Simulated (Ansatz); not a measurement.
**SiW (CsCl type): how the settings move a single-point run**

Question: which choices in the input matter for SiW (CsCl type)?

Method: reference: DFT, LDA, PAW with Ansatz's default frozen-core files, scalar-relativistic, in Ansatz 0.2.0.

1 further run of the same task is left out (it didn't finish). Runs told in other sessions of the task aren't counted.

## Step 1: Starting point

Symmetry: Pm-3m, No. 221, cubic system. The conventional cell has a = 2.610 Å, b = 2.610 Å, c = 2.610 Å, α = 90.00°, β = 90.00°, γ = 90.00°. W (site symmetry m-3m) is surrounded by 8 Si at 2.26 Å. Si (site symmetry m-3m) has 8 W at 2.26 Å in its first shell of neighbours.

As a file:

```
W Si
1.0
     2.61003    0.00000    0.00000
     0.00000    2.61003    0.00000
     0.00000    0.00000    2.61003
W Si
1 1
Direct
  0.00000 0.00000 0.00000
  0.50000 0.50000 0.50000
```

## Step 2: Reference

Input file input.yaml:

```yaml
crystal:
  lattice:
    - [2.6100344007, 0.0, 0.0]
    - [0.0, 2.6100344007, 0.0]
    - [0.0, 0.0, 2.6100344007]
  atoms:
    - { symbol: W, position: [0.0, 0.0, 0.0] }
    - { symbol: Si, position: [0.5, 0.5, 0.5] }
kpoints:
  mp_grid: { grid: [13, 13, 13] }
scf:
  occupations: { method: fermi_dirac, width: 0.05 }
hamiltonian:
  xc: lda
  pseudopotentials: { kind: paw }
output:
  forces: true
  stress: true
  eigenvalues: true
  populations: true
```

Command:

```bash
$ ansatz run input.yaml --threads 1 --pin off --max-ram 2048MiB --backend cpu --events-out ev --progress --plain --runs-dir out
```

## Step 3: Changed: symmetry.detect false, mp_grid.grid [6, 6, 6], occupations.method tetrahedron_uncorrected, width left out

Edit input.yaml of step 2 so:

```diff
@@ -8,6 +8,7 @@
     - { symbol: Si, position: [0.5, 0.5, 0.5] }
+  symmetry: { detect: false }
 kpoints:
-  mp_grid: { grid: [13, 13, 13] }
+  mp_grid: { grid: [6, 6, 6] }
 scf:
-  occupations: { method: fermi_dirac, width: 0.05 }
+  occupations: { method: tetrahedron_uncorrected }
 hamiltonian:
```

**Question.** What will these runs give? Wanted: for each run, ending; energy change; pressure; gap; force.

**Answer**, as computed:

| run | ending | energy change | pressure (GPa) | gap (eV) | force (eV/Å) | cycles | time |
| --- | --- | --- | --- | --- | --- | --- | --- |
| reference | converged | 0 | 265.9 | 0.00 | 0.00 | 6 | 2.3 s |
| 1: symmetry.detect false, mp_grid.grid [6, 6, 6], occupations.method tetrahedron_uncorrected, width left out | converged | +235.0 meV/atom (σ→0) | 275.5 | 0.00 | 0.00 | 6 | 3.6 s |

Residual by cycle in the longest SCF loop of each run; runs are numbered as in the table. The quantity is the density residual dr2, in eV.

| cycle | reference | run 1 |
| --- | --- | --- |
| 1 | 0.0392 | 0.0332 |
| 2 | 0.00924 | 0.00964 |
| 3 | 1.3e-4 | 2.0e-4 |
| 4 | 1.7e-5 | 2.2e-5 |
| 5 | 1.4e-6 | 2.2e-6 |
| 6 | 2.2e-8 | 5.5e-8 |

What this shows: Changing the use of symmetry, k-point mesh and smearing moves the energy by +235.0 meV/atom (σ→0 values), and the pressure goes from 265.9 to 275.5 GPa. More than one kind of setting changed, and this run alone doesn't tell their shares apart. Cost: 3.6 s against 2.3 s. The structure is not at rest: the sound run finds 266 GPa, so these are no properties of the relaxed crystal. The reference has no spin polarisation; with W present, a magnetic state may lie lower.
